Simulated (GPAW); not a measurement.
RuSe:

```
Ru Se
1.0
     3.18769    0.00000    0.00000
     0.00000    3.18769    0.00000
     0.00000    0.00000    3.18769
Ru Se
1 1
Cartesian
  0.0000 0.0000 0.0000
  1.5938 1.5938 1.5938
```

The cell comes from a database or a generator and needn't be the stable form of this composition.

| Item | Value |
| --- | --- |
| Program | GPAW 26.7.0 |
| Task | relaxation of cell and atoms |
| Functional | PBE |
| Potentials or basis | GPAW PAW data sets (gpaw-data 1.2.1) |
| Cutoff | 600 eV |
| Basis | pw |
| k mesh | 8 × 8 × 8 |
| Occupations | fermi-dirac, width 0.05 eV |
| Spin | no spin polarisation |

At the start: pressure -8.5 GPa; volume 16.20 Å³/atom.

Problem. How do energy, volume and symmetry change on relaxing?

Solution. Over 4 steps the energy falls by 24.2 meV/atom and the volume is 15.32 Å³/atom (-5.4 %); space group Pm-3m (No. 221, to 0.05 Å).

The path:
```tsv
step	energy change (eV)	largest force (eV/Å)	pressure (GPa)	volume (Å³)
1	0.0000	0.0000	-8.50	32.39
2	-0.0264	0.0000	-5.96	31.80
3	-0.0481	0.0000	0.61	30.53
4	-0.0483	0.0000	-0.04	30.64
```

Final structure:
```cif
data_structure
_symmetry_space_group_name_H-M 'P 1'
_symmetry_Int_Tables_number 1
_cell_length_a 3.1292
_cell_length_b 3.1292
_cell_length_c 3.1292
_cell_angle_alpha 90.000
_cell_angle_beta 90.000
_cell_angle_gamma 90.000
_cell_volume 30.64
loop_
_atom_site_label
_atom_site_type_symbol
_atom_site_fract_x
_atom_site_fract_y
_atom_site_fract_z
_atom_site_occupancy
Ru1 Ru 0.00000 0.00000 0.00000 1
Se1 Se 0.50000 0.50000 0.50000 1
```

Caveat: later steps reuse the first step's grids.
